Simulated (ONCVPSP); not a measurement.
**An ONCV potential for gallium, from input to tests**

Task: generate the file, and judge it by its errors in other configurations, its logarithmic derivatives, its ghosts and its cutoff.

The numbers are computed with ONCVPSP 4.0.1.1 (patched build) (PBE, scalar-relativistic, spin-unpolarised reference atom).

### 1 Settings

The settings as typed:

* element: gallium (Ga, Z = 31)
* type: optimised norm-conserving Vanderbilt (ONCV)
* frozen core: [Ar]
* valence charge: 13
* reference configuration: 3d10 4s2 4p1
* partial waves: 4s: rc 1.95 bohr, ncon 4, nbas 8, qcut 4 1/bohr, 3 projectors, debl 0.9 Ha; 4p: rc 1.90 bohr, ncon 3, nbas 7, qcut 4.8 1/bohr, 1 projector; 3d: rc 0.80 bohr, ncon 3, nbas 8, qcut 23.7 1/bohr, 2 projectors, debl 0.5 Ha; f scattering state at 0.31 Ha: rc 2.00 bohr, ncon 4, nbas 7, qcut 5.7 1/bohr, 2 projectors, debl 3.9 Ha
* local potential: polynomial inside 0.60 bohr (lpopt 4, dvloc0 0 Ha)
* core correction: Teter function fitted to the true core (icmod 2), fcfact 0.75

The nodes and maxima of the atom's own shells, from an earlier all-electron run, set the scale for the radii.

All-electron outer shells of the reference configuration (PBE, scalar-relativistic, ld1.x):

```tsv
shell	level (eV)	outermost node (bohr)	outermost maximum (bohr)
3s	-148.13	0.27	0.56
3p	-98.86	0.24	0.56
3d	-19.15	–	0.53
4s	-8.95	0.81	1.90
4p	-2.58	0.87	2.53
```

### 2 Generating the potential

Contents of Ga.dat:

```
# ATOM AND REFERENCE CONFIGURATION
# atsym  z   nc   nv     iexc    psfile
  Ga 31.00    5    3        4      upf
#
#   n    l    f
    1    0    2.00
    2    0    2.00
    2    1    6.00
    3    0    2.00
    3    1    6.00
    3    2   10.00
    4    0    2.00
    4    1    1.00
#
# PSEUDOPOTENTIAL AND OPTIMIZATION
# lmax
    3
#
#   l,   rc,      ep,       ncon, nbas, qcut
    0    1.95    0.00    4    8    4.00
    1    1.90    0.00    3    7    4.80
    2    0.80    0.00    3    8   23.70
    3    2.00    0.31    4    7    5.70
#
# LOCAL POTENTIAL
# lloc, lpopt,  rc(5),   dvloc0
    4    4    0.60    0.00
#
# VANDERBILT-KLEINMAN-BYLANDER PROJECTORs
# l, nproj, debl
    0    3    0.90
    1    1    3.10
    2    2    0.50
    3    2    3.90
#
# MODEL CORE CHARGE
# icmod, fcfact, rcfact
    2    0.75    0.75
#
# LOG DERIVATIVE ANALYSIS
# epsh1, epsh2, depsh
   -2.00    5.00    0.02
#
# OUTPUT GRID
# rlmax, drl
    6.00    0.01
#
# TEST CONFIGURATIONS
# ncnf
    4
# nvcnf
#   n    l    f
    3
    3    2   10.00
    4    0    2.00
    4    1    0.00
#
    3
    3    2   10.00
    4    0    1.00
    4    1    0.00
#
    3
    3    2   10.00
    4    0    0.00
    4    1    0.00
#
    3
    3    2   10.00
    4    0    0.00
    4    1    3.00
#
```

Launch:

```bash
oncvpsp.x < Ga.dat > Ga.out
```

Q: Predict the outcome of this session. Wanted: cutoffs for 1 and 0.1 mHa per electron, occupied waves; bound ghosts; GHOST(+) flags; largest test error; largest phase difference near zero energy, channels read; rms error of d²Exc/dn², without and with the model core; projector energies reset by the program.

The runs gave:

| quantity | value |
| --- | --- |
| cutoffs for 1 and 0.1 mHa per electron, occupied waves | 176 Ha and 203 Ha |
| bound ghosts | s at -109.41 eV, p at -69.08 eV, f at -235.49 eV |
| GHOST(+) flags | s at 1225 eV |
| largest test error (AE − PS) | -10 meV, for 3d10 4s0 4p3 (1 test unsolved) |
| largest phase difference near zero energy, channels read | 0.002 rad |
| rms error of d²Exc/dn², without and with the model core | 6.36 and 1.17 mHa |
| projector energies reset by the program | d: -0.704, 0.250 Ha |

**Reading.** A bound ghost (s, p, f) makes it unfit for use: electrons can fall into a state that the atom doesn't have. The worst unpolarised test, 3d10 4s0 4p3, is off by 10 meV on 13.4 eV; by total energies transferability rates as good where solved. Atomic tests can pass in spite of a ghost, since they solve only for the levels asked. Of the tests 1 gave no usable energy difference, which is a warning in itself. By its cutoff, 176 Ha for the looser tolerance, it is very hard. At the looser tolerance the 3d wave is the slowest; 4s needs 7 Ha. Near zero energy the phases of the channels with partial waves agree within 0.002 rad. The program also flags highly localised states, GHOST(+) (s). These are tests on the free atom; a crystal test is still owed.
